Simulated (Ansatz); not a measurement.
# Rh (Rhodium): the cost of one run

Computed with Ansatz 0.2.0 (DFT r2SCAN, scalar-relativistic, plane waves, PAW, unless a step's input says otherwise).

The COD entry's cell or inner coordinates are ideal or old and differ from later refinements, so a difference from it is no clean test against experiment.

1 further run of the same task is left out (set aside as unsound or not needed).

### Step 1. The starting structure

It takes space group Fm-3m (No. 225, cubic). The conventional cell has a = 3.800 Å, b = 3.800 Å, c = 3.800 Å, α = 90.00°, β = 90.00°, γ = 90.00°. Rh (site symmetry m-3m) is surrounded by 12 Rh at 2.69 Å.

Coordinates:

```cif
data_structure
_symmetry_space_group_name_H-M 'Fm-3m'
_symmetry_Int_Tables_number 225
_cell_length_a 3.7999
_cell_length_b 3.7999
_cell_length_c 3.7999
_cell_angle_alpha 90.000
_cell_angle_beta 90.000
_cell_angle_gamma 90.000
_cell_volume 54.87
loop_
_atom_site_label
_atom_site_type_symbol
_atom_site_symmetry_multiplicity
_atom_site_Wyckoff_symbol
_atom_site_fract_x
_atom_site_fract_y
_atom_site_fract_z
_atom_site_occupancy
Rh1 Rh 4 a 0.00000 0.00000 0.00000 1
```

It is the result of an earlier relaxation at this level (volume 13.72 Å³/atom; gap on the mesh: none (metal)).

### Step 2. Bulk reference on the slab's mesh

input.yaml reads:

```yaml
crystal:
  lattice:
    - [2.6869385152, 0.0, 0.0]
    - [0.0, 2.6869385152, 0.0]
    - [1.3434692576, 1.3434692576, 1.8999524447]
  atoms:
    - { symbol: Rh, position: [0.0, 0.0, 0.0] }
basis:
  ecutwfc: 500
kpoints:
  mp_grid: { grid: [13, 13, 18] }
hamiltonian:
  xc: r2scan
scf:
  occupations: { method: gaussian, width: 0.1 }
output:
  forces: true
  stress: true
  eigenvalues: true
```

Started as:

```console
ansatz run input.yaml --threads 2 --pin off --max-ram 5120MiB --backend cpu --events-out ev --progress --plain --runs-dir out
```

What time and memory should one allow on 2 threads of Intel Xeon Platinum 8175M at 2.50GHz (Skylake/Cascade Lake), shared host?

About 11 s, with a peak of 0.54 GiB.
